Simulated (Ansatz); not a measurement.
Working through a single point from an input written key by key of Cl2H3SbSi, SMILES [SiH3][Sb]([Cl])[Cl]

Program: Ansatz 0.2.0 through its Python package.

Notebook, run cell by cell (the value of a cell's last expression is shown):

```python
import ansatz
```

```python
deck = {
    "crystal": {
        "periodic": [False, False, False],
        "atoms": [
            {"symbol": "Si", "position_ang": [-0.3459, 0.8664, -0.1522]},
            {"symbol": "Sb", "position_ang": [-0.3796, -1.3146, 1.0197]},
            {"symbol": "Cl", "position_ang": [1.9672, -1.1798, 1.3458]},
            {"symbol": "Cl", "position_ang": [-0.019, -2.4758, -1.0607]},
            {"symbol": "H", "position_ang": [-0.2175, 1.9837, 0.8012]},
            {"symbol": "H", "position_ang": [-1.6766, 1.0982, -0.8647]},
            {"symbol": "H", "position_ang": [0.7327, 0.9539, -1.1348]},
        ],
    },
    "basis": {"gaussian": {"orbitals": "def2-SVP"}},
    "hamiltonian": {"xc": "pbe0"},
}
session = ansatz.Session.from_dict(deck)
data = session.plan(threads=1).execute().report

for key in ("converged", "free_energy_ev", "reference_energy_ev", "n_frozen", "n_occupied", "n_virtual"):
    print(f"{key:22s} {data[key]}")
symbols = ["Si", "Sb", "Cl", "Cl", "H", "H", "H"]
field = data["mean_field"]
print("<S^2> =", round(abs(field["state"]["spin_squared"]), 4), " all-electron relativity setting:", field["relativity"])
print("passes:", field["passes"])
if "symmetry" in field:
    print("occupied orbitals by irrep:", field["symmetry"]["occupied"])
```

    converged              True
    free_energy_ev         -39489.405658116295
    reference_energy_ev    -39489.405658116295
    n_frozen               0
    n_occupied             [37, 37]
    n_virtual              [58, 58]
    <S^2> = 0.0  all-electron relativity setting: none
    passes: {'evaluations': 14, 'products': 13}
    occupied orbitals by irrep: [{'A': 37}, {'A': 37}]

Caveats:
- Total energies depend on the basis set; only differences at equal settings carry meaning.
- The geometry is a force-field or estimated start, not a minimum of this method, and the basis set is short of its limit.
- def2 sets replace the cores of elements past krypton by effective core potentials.
- Timing: 4.4 s on 1 thread of Arm Neoverse V1 (shared host), peak memory 0.25 GiB.

(Lines on the test bed's own set-up are left out of the output.)
